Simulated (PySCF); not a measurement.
# H7NPSi2−: electronic structure in real space

Aim: take H7NPSi2− and analyse its density (charges, bond critical points, surface potential) and see where an electron leaves and enters.

Program: PySCF 2.14.0. Level of theory: levels as typed in each script, gas phase, geometry from GFN2-xTB. These are calculated values, not measurements.

### Step 1. The system as given

SMILES `[SiH3]N([SiH3])[PH-]`, 11 atoms, charge -1, spin multiplicity 1.

Bond lengths: Si1–N2 1.699 Å, Si1–H5 1.474 Å, Si1–H6 1.469 Å, Si1–H7 1.481 Å, N2–Si3 1.727 Å, N2–P4 1.784 Å, Si3–H8 1.511 Å, Si3–H9 1.471 Å, Si3–H10 1.467 Å, P4–H11 1.394 Å. Angles: N2–Si1–H5 106.5°, N2–Si1–H6 108.8°, N2–Si1–H7 117.7°, H5–Si1–H6 109.8°, H5–Si1–H7 106.8°, H6–Si1–H7 107.0°, Si1–N2–Si3 131.8°, Si1–N2–P4 121.1°, Si3–N2–P4 91.6°, N2–Si3–H8 104.5°, N2–Si3–H9 117.5°, N2–Si3–H10 110.2°, H8–Si3–H9 103.2°, H8–Si3–H10 104.2°, H9–Si3–H10 115.4°, N2–P4–H11 93.0°.

Coordinates:

```xyz
11

Si    1.8210    0.1385   -0.0299
N     0.1627    0.0390    0.3248
Si   -1.1569    1.0923   -0.0358
P    -0.7920   -1.3974   -0.1321
H     2.2902    1.4250    0.5143
H     2.5147   -0.9691    0.6403
H     2.2239    0.1036   -1.4546
H    -0.6081    2.4809    0.1959
H    -1.6231    1.1429   -1.4305
H    -2.2100    0.9472    0.9747
H    -1.1446   -1.6739    1.1882
```

### Step 2. Density, bond paths and surface potential (CAM-B3LYP/def2-svpd)

input.py reads:

```python
import numpy as np
from pyscf import gto, scf, dft
from pyscf.scf import atom_ks, atom_hf
from scipy.linalg import block_diag

def solve(mol, dm0=None, hcore=None):
    mf = (dft.UKS if mol.spin else dft.RKS)(mol, xc='camb3lyp')
    mf.grids.level = 3
    mf = mf.density_fit(auxbasis='def2-universal-jkfit')
    mf.conv_tol, mf.max_cycle = 1e-8, 80
    if hcore is not None:
        mf.get_hcore = lambda *args: hcore
    mf.kernel(dm0)
    if not mf.converged:
        mf = mf.newton().run(mf.mo_coeff, mf.mo_occ, max_cycle=30)
    assert mf.converged, 'SCF not converged'
    return mf

mol = gto.M(atom='''
Si     1.82104     0.13852    -0.02988
N      0.16268     0.03900     0.32480
Si    -1.15693     1.09229    -0.03583
P     -0.79195    -1.39740    -0.13214
H      2.29015     1.42501     0.51435
H      2.51472    -0.96908     0.64028
H      2.22387     0.10356    -1.45455
H     -0.60810     2.48085     0.19592
H     -1.62306     1.14295    -1.43047
H     -2.21005     0.94722     0.97469
H     -1.14458    -1.67388     1.18818
''', basis='def2-svpd', charge=-1, spin=0, verbose=4)
mf = solve(mol)
mf.analyze()
# spherically averaged free atoms, for the promolecule
atm = atom_ks.get_atm_nrks(mol, xc='camb3lyp')
pro = block_diag(*[(atm[a[0]][2] * atm[a[0]][3]) @ atm[a[0]][2].T for a in mol._atom])
np.savez('result.npz', e=mf.e_tot, c=mf.mo_coeff, occ=mf.mo_occ, eps=mf.mo_energy, pro=pro, dip=mf.dip_moment(verbose=0), s2=mf.spin_square()[0])
```

Started as:

```
OMP_NUM_THREADS=1 python input.py
```

### Step 4. Removing and adding an electron (wB97X/aug-cc-pvdz)

Changes to input.py since step 2:

```diff
@@ -6,3 +6,3 @@
 def solve(mol, dm0=None, hcore=None):
-    mf = (dft.UKS if mol.spin else dft.RKS)(mol, xc='camb3lyp')
+    mf = (dft.UKS if mol.spin else dft.RKS)(mol, xc='wb97x')
     mf.grids.level = 3
@@ -30,8 +30,17 @@
 H     -1.14458    -1.67388     1.18818
-''', basis='def2-svpd', charge=-1, spin=0, verbose=4)
+''', basis='aug-cc-pvdz', charge=-1, spin=0, verbose=4)
 mf = solve(mol)
-mf.analyze()
+out = dict(e0=mf.e_tot, dm0=mf.make_rdm1(), c=mf.mo_coeff, occ=mf.mo_occ, eps=mf.mo_energy)
+for name, dq, spin in [('cation', 1, 1)]:
+    ion = mol.copy().set(charge=mol.charge + dq, spin=spin).build()
+    mi = solve(ion)
+    if spin and dq > 0 and mol.nao < 130:
+        c, _, stable, _ = mi.stability(return_status=True)
+        if not stable:
+            mi = solve(ion, mi.make_rdm1(c, mi.mo_occ))
+    print(name, 'vertical energy change / eV', (mi.e_tot - mf.e_tot) * 27.211386)
+    out.update({'e_' + name: mi.e_tot, 'dm_' + name: mi.make_rdm1(), 's2_' + name: mi.spin_square()[0], 'eps_' + name: mi.mo_energy, 'occ_' + name: mi.mo_occ})
 # spherically averaged free atoms, for the promolecule
-atm = atom_ks.get_atm_nrks(mol, xc='camb3lyp')
+atm = atom_ks.get_atm_nrks(mol, xc='wb97x')
 pro = block_diag(*[(atm[a[0]][2] * atm[a[0]][3]) @ atm[a[0]][2].T for a in mol._atom])
-np.savez('result.npz', e=mf.e_tot, c=mf.mo_coeff, occ=mf.mo_occ, eps=mf.mo_energy, pro=pro, dip=mf.dip_moment(verbose=0), s2=mf.spin_square()[0])
+np.savez('result.npz', pro=pro, **out)
```

(Steps that only read results are left out.)

Q: Predict the outcome of this session. Wanted: dipole moment; HOMO, LUMO; vertical ionisation energy.

The runs gave:

```
                                      quantity           value
           dipole moment (CAM-B3LYP/def2-svpd)          2.49 D
              HOMO, LUMO (CAM-B3LYP/def2-svpd)  -1.11, 4.66 eV
vertical ionisation energy (wB97X/aug-cc-pvdz)         1.83 eV
```

In words: At CAM-B3LYP/def2-svpd: The highest Hirshfeld charge is on Si1 (+0.28 e), the lowest on N2 (−0.32 e). The ionisation energy from two SCF runs, 1.83 eV, lies 0.3 eV below −ε(HOMO) = 2.17 eV of the same level, wB97X/aug-cc-pvdz. All values hold at the given geometry, in the gas phase.
